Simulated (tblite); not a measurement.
# C4H14FPSi2: the cost of one run

The runs use tblite 0.8.0 and PySCF 2.14.0, with density-fitted response routines of our own; the level of theory stands in each step. All values are computed, except where a source is named. Atoms count from 0, in the outputs and in this text.

**1. The molecule as given**

22 atoms, charge 0, multiplicity 1; geometry from: force field or distance geometry start.

Bonds of the start (Å): C0–Si1 1.84, Si1–C2 1.90, C2–C3 1.50, C3–C4 1.52, C4–F5 1.36, C3–Si6 1.88, Si6–P7 2.19, C0–H8 1.10, C0–H9 1.10, C0–H10 1.12, Si1–H11 1.49, Si1–H12 1.47, C2–H13 1.10, C2–H14 1.14, C3–H15 1.08, C4–H16 1.12, C4–H17 1.11, Si6–H18 1.49, Si6–H19 1.48, P7–H20 1.44, P7–H21 1.44.

**2. Geometry optimisation with GFN2-xTB**

What the job is given:

```
{"job": {"kind": "relax", "xc": "GFN2-xTB", "basis": "xTB"}, "charge": 0, "multiplicity": 1}
C     -3.238600     1.039600     0.444600
Si    -2.129700    -0.311500    -0.118200
C     -0.391400     0.019700     0.581200
C      0.663100    -0.376500    -0.404300
C      0.615900    -1.856300    -0.733800
F      0.786900    -2.567700     0.416000
Si     2.392700    -0.091200     0.284400
P      3.135100     1.772300    -0.591600
H     -3.040300     1.968300    -0.110300
H     -3.075800     1.241700     1.515300
H     -4.301200     0.733000     0.261400
H     -2.606800    -1.623600     0.393300
H     -2.098600    -0.344100    -1.585300
H     -0.279900    -0.452600     1.567700
H     -0.340400     1.157000     0.656700
H      0.544900     0.205000    -1.309600
H      1.457200    -2.040200    -1.443200
H     -0.321300    -2.173300    -1.226900
H      2.343900    -0.063800     1.769100
H      3.245700    -1.215200    -0.172400
H      4.427000     2.135200    -0.058700
H      2.201200     2.863800    -0.537100
```

Launch:

```
> OMP_NUM_THREADS=1 python probes_run.py task.json out
```

This one command runs all jobs of the session in turn.

**Question.** How long does this first job take on 1 thread of Arm Neoverse N1, shared host, and how much memory does it need?

About 2.5 s, with a peak of 0.18 GiB.
